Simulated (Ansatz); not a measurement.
CsLiZnS₂, space group I-4m2, band-curvature effective masses by finite differences

Computed with the Python package of Ansatz (0.2.0).

The cells in order, each with its output:

**Cell 1**
```python
import ansatz as az
from ase import Atoms
import numpy as np
```

**Cell 2**
```python
atoms = Atoms(
    ["Cs", "Li", "Zn", "S", "S"],
    scaled_positions=[
        (0.0, 0.0, 0.0),
        (0.25, 0.75, 0.5),
        (0.75, 0.25, 0.5),
        (0.658205, 0.658205, 0.0),
        (0.341795, 0.341795, 0.0),
    ],
    cell=[
        (-2.042679, 2.042679, 7.142718),
        (2.042679, -2.042679, 7.142718),
        (2.042679, 2.042679, -7.142718),
    ],
    pbc=True,
)
structure = az.Crystal.from_ase(atoms)
```

**Cell 3**
```python
job = (
    structure.calculation()
    .basis(37 * az.Ry)
    .functional(az.Functional.R2SCAN)
    .kpoints(8)
    .occupations("fixed")  # whole-number filling, right only where there is a gap
)
# find the band extrema among the mesh points first
outcome = job.band_table().run()
summary = outcome.report
```

**Cell 4**
```python
{key: value for key, value in summary.items() if isinstance(value, (int, float)) and "ev" in key}
```
Output:
```text
{'n_hpsi_unsolved_levels': 1038,
 'gap_by_band_count_ev': 3.0510192876327933,
 'fermi_energy_ev': 4.444480381859725,
 'harris_foulkes_ev': -11035.039581128161,
 'free_energy_ev': -11035.039581137895,
 'internal_energy_ev': -11035.039581137895,
 'lagrangian_ev': -11035.039581137895,
 'energy_sigma0_ev': -11035.039581137895,
 'lagrangian_sigma0_ev': -11035.039581137895,
 'entropy_ts_ev': 0.0,
 'loop_fermi_energy_ev': 4.444480381859725,
 'occupations_fermi_energy_ev': 4.444480381859725}
```

**Cell 5**
```python
summary["converged"], summary["free_energy_ev"]
```
Output:
```text
(True, -11035.039581137895)
```

**Cell 6**
```python
type(outcome).__name__, type(summary).__name__
```
Output:
```text
('RunOutcome', 'dict')
```

**Cell 7**
```python
levels = np.array(summary["eigenvalues_ev"])
filled = round(summary["n_electrons"] / 2)
edges = {"top filled band": (filled - 1, levels[:, filled - 1].argmax()), "lowest empty band": (filled, levels[:, filled].argmin())}
gap = levels[:, filled].min() - levels[:, filled - 1].max()
print(f"gap on the mesh {gap:.3f} eV")
if gap <= 0.05:
    print("no gap: band-edge masses have no meaning here")
    edges = {}
reciprocal = 2 * np.pi * np.linalg.inv(outcome.lattice.cell_ang).T
step = 0.006  # 1/A
```
Output:
```text
gap on the mesh 3.051 eV
```

**Cell 8**
```python
# second differences give the curvature tensor; masses are hbar^2/m_e = 7.61996 eV A^2 over its eigenvalues
# a slope that is not zero means that the extremum lies off this mesh point
pairs = [(0, 1), (0, 2), (1, 2)]
moves = [sign * axis for axis in np.eye(3) for sign in (-1, 1)]
moves += [s1 * np.eye(3)[i] + s2 * np.eye(3)[j] for i, j in pairs for s1 in (1, -1) for s2 in (1, -1)]
for name, (band, index) in edges.items():
    together = int(np.sum(np.abs(levels[index] - levels[index, band]) < 2e-3))
    print(name, "at k =", np.round(summary["kpoints_frac"][index], 4), f"E = {levels[index, band]:.4f} eV, degeneracy {together}")
    centre = np.array(summary["kpoints_frac"][index]) @ reciprocal
    points = [centre] + [centre + step * move for move in moves]
    table = job.band_structure(points, intervals=1, cartesian=True).run().band_structure().channels[0].eigenvalues_ev
    if together > 1:
        level = np.flatnonzero(np.abs(levels[index] - levels[index, band]) < 2e-3)
        along = (table[1, level] + table[2, level] - 2 * table[0, level]) / step ** 2
        print("  degenerate level, no single mass tensor; masses of its branches along x:", np.round(7.61996 / along, 3), "m_e")
        continue
    e = table[:, band]
    hessian = np.diag((e[1:7:2] + e[2:7:2] - 2 * e[0]) / step ** 2)
    for (i, j), (pp, pm, mp, mm) in zip(pairs, e[7:].reshape(3, 4)):
        hessian[i, j] = hessian[j, i] = (pp - pm - mp + mm) / (4 * step ** 2)
    curvatures, axes = np.linalg.eigh(hessian)
    slope = (e[2:7:2] - e[1:7:2]) / (2 * step)
    print("  slope (eV A):", np.round(slope, 3) + 0.0, "" if np.abs(slope).max() < 0.05 else "- no extremum here, so these are local curvatures and no band-edge masses")
    for curvature, axis in zip(curvatures, axes.T):
        print(f"  principal mass {7.61996 / curvature:8.3f} m_e along", np.round(axis, 2) + 0.0)
```
Output:
```text
top filled band at k = [0. 0. 0.] E = 4.4445 eV, degeneracy 2
  degenerate level, no single mass tensor; masses of its branches along x: [-0.31  -3.781] m_e
lowest empty band at k = [0. 0. 0.] E = 7.4955 eV, degeneracy 1
  slope (eV A): [0. 0. 0.]
  principal mass    0.372 m_e along [ 0.  0. -1.]
  principal mass    0.251 m_e along [0.99 0.13 0.  ]
  principal mass    0.251 m_e along [ 0.13 -0.99  0.  ]
```

What to keep in mind:
- Total energies depend on the potentials; only differences at equal settings carry meaning. A total without «per atom» is that of the cell as typed.
- Semilocal gaps usually lie well under measured ones.
- The computed bands are complete only to about 5.4 eV above the Fermi level.
- With fixed filling the reported Fermi level is the top filled level among the k-points of the SCF.
- Only differences from the Fermi energy are physical; the zero of the scale is a convention.
- The structure comes from a database of computed cells and needn't be a stable or known phase.
- Gaps and levels are Kohn-Sham values on a finite set of k-points, without spin-orbit coupling.
- The masses are finite-difference curvatures at extrema found on a coarse mesh, which needn't be the true band edges; a step that is long against the gap makes them too heavy. Negative values are curvatures of valence bands (the hole mass is their size). Spin-orbit coupling is left out, and light masses scale with the Kohn-Sham gap.
- Hardware and time: 3.7 min on 1 thread of Arm Neoverse N1, with other jobs on the host, peak memory 0.71 GiB.
